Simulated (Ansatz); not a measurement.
# BBr2Cl (dibromo(chloro)borane): HF/3-21G

Aim: the electronic atomisation energy of BBr2Cl (dibromo(chloro)borane) at HF/3-21G, from 4 runs. 

The results are computed with Ansatz 0.2.0.

51 further runs of the same task are left out: 2 that didn't finish, 49 set aside as unsound or not needed.

## Step 1: The structure to begin with

BBr2Cl has 4 atoms, charge 0, and is taken as a singlet. SMILES: `ClB(Br)Br`. The coordinates come from a PBE0-D4/def2-TZVP relaxation.

Bond lengths: Cl1–B2 1.732 Å, B2–Br3 1.899 Å, B2–Br4 1.899 Å. Angles: Cl1–B2–Br3 120.0°, Cl1–B2–Br4 120.0°, Br3–B2–Br4 119.9°.

## Step 2: The energy at HF/3-21G

run.yaml

```yaml
crystal:
  periodic: [false, false, false]
  atoms:
    - {symbol: Cl, position_ang: [-0.203300, -1.644940, 0.633550]}
    - {symbol: B, position_ang: [-0.004820, -0.039040, 0.015030]}
    - {symbol: Br, position_ang: [1.283490, 1.123730, 0.785650]}
    - {symbol: Br, position_ang: [-1.075360, 0.560270, -1.434250]}
basis:
  gaussian: {orbitals: 3-21G-spherical.json}
hamiltonian: {xc: hf}
accuracy: high
output: {orbitals: {seedname: orbitals}}
```

The basis set 3-21G is read from a file made from the Basis Set Exchange's data (not shown).

Launch:

```
$ ansatz run run.yaml --threads 1 --pin off --max-ram 3480MiB --events-out events.jsonl --progress --plain --runs-dir runs
```

Output:

```text
Warning: RAYON_NUM_THREADS=1 ignored (pool sized by the plan → 1); use --threads N
Functional definition: HF
  name "HF"
  exchange = exact_x
  correlation = 0
1148 factors; integrals over basis functions are off by at most 6.3e-9 eV
mean field evaluation 1: about -152436.8100 eV, gradient 2.1e1 eV
mean field evaluation 2: about -152436.9752 eV, gradient 2.2e1 eV
mean field evaluation 4: about -152438.7720 eV, gradient 1.3e0 eV
mean field evaluation 8: about -152438.7889 eV, gradient 2.0e-3 eV
mean field -152438.78888024 eV, -5602.0221646265 hartree, gradient 2.1e-8 eV, S^2 0.000000; 0 other end points of the search recorded, 0 dependent functions left out
reference -152438.78888024 eV, -5602.0221646265 hartree; 46, 46 occupied and 20, 20 virtual orbitals, 1148 factors
Total energy: -152438.78888024 eV, -5602.0221646265 hartree
```

Wall time 1.4 s (1 thread of Arm Neoverse V1, shared host); peak memory 0.17 GiB.

## Step 3: The B atom, same level

input.yaml

```yaml
crystal:
  periodic: [false, false, false]
  atoms:
    - {symbol: B, position_ang: [0.000000, 0.000000, 0.000000]}
basis:
  gaussian:
    orbitals: 3-21G.json
magnetization:
  spin_polarized: true
  initial_magnetization: 1
hamiltonian:
  xc: hf
accuracy: high
```

The basis set 3-21G is read from a file made from the Basis Set Exchange's data (not shown).

Launch:

```
$ ansatz run input.yaml --threads 1 --pin off --max-ram 3480MiB --events-out events.jsonl --progress --plain --runs-dir runs
```

Output:

```text
Warning: RAYON_NUM_THREADS=1 ignored (pool sized by the plan → 1); use --threads N
[... 4 set-up lines as earlier in the session ...]
42 factors; integrals over basis functions are off by at most 2.1e-9 eV
mean field evaluation 1: about -663.4978 eV, gradient 3.5e0 eV
mean field evaluation 2: about -663.4979 eV, gradient 3.5e0 eV
mean field evaluation 4: about -663.6787 eV, gradient 2.3e-1 eV
mean field evaluation 8: about -663.6792 eV, gradient 1.1e-4 eV
mean field evaluation 16: about -663.4788 eV, gradient 1.4e0 eV
mean field evaluation 32: about -663.6792 eV, gradient 7.4e-3 eV
mean field -663.67922630 eV, -24.3897617087 hartree, gradient 3.1e-9 eV, S^2 0.750312; 1 other end points of the search recorded, 0 dependent functions left out
reference -663.67922630 eV, -24.3897617087 hartree; 3, 2 occupied and 6, 7 virtual orbitals, 42 factors
Total energy: -663.67922630 eV, -24.3897617087 hartree
```

Run time: 0.04 s. Hardware: 1 thread of Arm Neoverse V1, shared host.

## Step 4: The Br atom, same level

job.yaml

```yaml
crystal:
  periodic: [false, false, false]
  atoms:
    - {symbol: Br, position_ang: [0.000000, 0.000000, 0.000000]}
basis:
  gaussian:
    orbitals: 3-21G-spherical.json
accuracy: high
magnetization:
  spin_polarized: true
  initial_magnetization: 1
hamiltonian:
  xc: hf
```

The basis set 3-21G is read from a file made from the Basis Set Exchange's data (not shown).

Run the same way, it converges to -2560.03523 Eh (log not shown).

## Step 5: The Cl atom

run.yaml

```yaml
basis:
  gaussian: {orbitals: 3-21G.json}
crystal:
  periodic: [false, false, false]
  atoms:
    - {symbol: Cl, position_ang: [0.000000, 0.000000, 0.000000]}
hamiltonian: {xc: hf}
accuracy: high
magnetization: {spin_polarized: true, initial_magnetization: 1}
```

The basis set 3-21G is read from a file made from the Basis Set Exchange's data (not shown).

Launch:

```
$ ansatz run run.yaml --threads 1 --pin off --max-ram 3480MiB --events-out events.jsonl --progress --plain --runs-dir runs
```

Output:

```text
Warning: RAYON_NUM_THREADS=1 ignored (pool sized by the plan → 1); use --threads N
[... 4 set-up lines as earlier in the session ...]
77 factors; integrals over basis functions are off by at most 2.5e-9 eV
mean field evaluation 1: about -12443.0941 eV, gradient 2.3e0 eV
mean field evaluation 2: about -12443.0959 eV, gradient 2.2e0 eV
mean field evaluation 4: about -12443.1283 eV, gradient 2.2e-1 eV
mean field evaluation 8: about -12443.1289 eV, gradient 2.9e-3 eV
mean field evaluation 16: about -12443.1234 eV, gradient 6.8e-1 eV
mean field evaluation 32: about -12443.1289 eV, gradient 9.0e-3 eV
mean field -12443.12887118 eV, -457.2765517601 hartree, gradient 6.4e-8 eV, S^2 0.750372; 0 other end points of the search recorded, 0 dependent functions left out
reference -12443.12887118 eV, -457.2765517601 hartree; 9, 8 occupied and 4, 5 virtual orbitals, 77 factors
Total energy: -12443.12887118 eV, -457.2765517601 hartree
```

Run time: 0.06 s. Hardware: 1 thread of Arm Neoverse V1, shared host.

## Step 6: Summary of results

At HF/3-21G:

| quantity | value |
| --- | --- |
| molecule: total energy | -5602.02216 Eh |
| molecule: HOMO energy | -11.39 eV |
| molecule: LUMO energy | 1.51 eV |
| molecule: HOMO–LUMO gap | 12.90 eV |
| B atom: total energy | -24.38976 Eh |
| B atom: ⟨S²⟩ | 0.750 |
| Br atom: total energy | -2560.03523 Eh |
| Br atom: ⟨S²⟩ | 0.750 |
| Cl atom: total energy | -457.27655 Eh |
| Cl atom: ⟨S²⟩ | 0.750 |
| electronic atomisation energy | 7.766 eV |

Taking the molecule apart into free atoms costs 7.77 eV (749 kJ/mol), before zero-point energy and without spin-orbit coupling. Hartree–Fock lacks the correlation of the bonding pairs, which as a rule makes this value much too low; in minimal bases other errors can mask that. The basis has no polarisation functions, which makes bonds too weak.
